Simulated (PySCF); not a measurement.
F2GeBr2, in a box:

```xyz
5
Lattice="12.0000 0.0000 0.0000 0.0000 13.0000 0.0000 0.0000 0.0000 12.0000" Properties=species:S:1:pos:R:3 pbc="T T T"
F     7.3321    5.0012    6.4330
Ge    6.1591    6.1787    6.0352
F     5.3483    6.5239    7.4998
Br    4.6939    5.2977    4.5682
Br    7.1966    8.0408    5.3068
```

Base run:

```yaml
Program: PySCF 2.14.0
Functional: PBE
Potentials_or_basis: def2-svp (all-electron)
k_mesh: 1 × 1 × 1
Occupations: fixed
Spin: no spin polarisation
```

Its results: gap between the frontier levels 4.71 eV.

Question: The run is repeated on the same cell with these changes: functional from PBE to HLE16. What comes out?

Answer: Gap between the frontier levels 4.64 eV.

Caveats: this is a molecule in a periodic box at the Γ point, so its band gap is the HOMO-LUMO gap; relativity is left out, which matters for the heavier elements; the basis of atomic orbitals isn't converged, which shifts pressures, moduli and gaps.

A k mesh can miss the band edges.

Not every run made on this cell is shown here.
